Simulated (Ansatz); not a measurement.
The system is Tl2S.

```
Tl S
1.0
     4.05000    0.00000    0.00000
    -2.02500    3.50740    0.00000
     0.00000    0.00000    6.06333
Tl S
2 1
Direct
  0.66667 0.33333 0.27420
  0.33333 0.66667 0.72580
  0.00000 0.00000 0.00000
```

The cell comes from a database or a generator and needn't be the stable form of this composition.

```yaml
Program: Ansatz 0.2.0
Task: relaxation of cell and atoms
Functional: RPBE
Potentials_or_basis: Ansatz PAW
Cutoff: "420 eV (not typed: the program's choice for these potentials)"
k_mesh: 8 × 8 × 5
Occupations: fermi-dirac, width 0.05 eV
Spin: no spin polarisation
```

At the start: volume 28.71 Å³/atom.

Q: How do energy, volume and symmetry change on relaxing?

A: It ends after 20 steps and the volume is 47.30 Å³/atom (+64.7 %); space group P-3m1 (No. 164, to 0.05 Å).

Step by step:
```
step  energy change (eV)  largest force (eV/Å)  volume (Å³)
   1              0.0000                0.2058        86.13
   2             -0.2541                0.0648        98.36
   3             -0.3121                0.1917       108.51
   4             -0.3270                0.0465       113.27
   5             -0.3311                0.0160       113.79
   6             -0.3370                0.0080       117.21
   7             -0.3374                0.0003       116.12
   8             -0.3468                0.0017       116.12
   9             -0.3501                0.0054       118.02
  10             -0.3564                0.0033       122.40
  11             -0.3603                0.0002       126.70
  12             -0.3609                0.0203       131.34
  13             -0.3612                0.0015       130.68
  14             -0.3613                0.0026       130.20
  15             -0.3639                0.0020       130.20
  16             -0.3647                0.0013       131.98
  17             -0.3658                0.0100       136.36
  18             -0.3661                0.0129       140.89
  19             -0.3661                0.0001       141.89
  20             -0.3673                0.0003       141.89
```

Final structure:
```
Tl S
1.0
     4.35630    0.00000    0.00000
    -2.17815    3.77267    0.00000
     0.00000    0.00000    8.63356
Tl S
2 1
Direct
  0.66667 0.33333 0.19366
  0.33333 0.66667 0.80634
  0.00000 0.00000 0.00000
```

Caveat: the volume moved by over 15 % at a fixed basis, so the end points are rough; the plane-wave basis is chosen anew once the cell has moved, so the energies of steps on either side of that aren't comparable; this functional lacks dispersion, which binds the layers, so the pressure and a relaxed spacing across them are unreliable, and here the layers came unbound; the PAW data sets come from PBE, with cores solved anew for the run's functional, which leaves a small shift of forces and pressure.
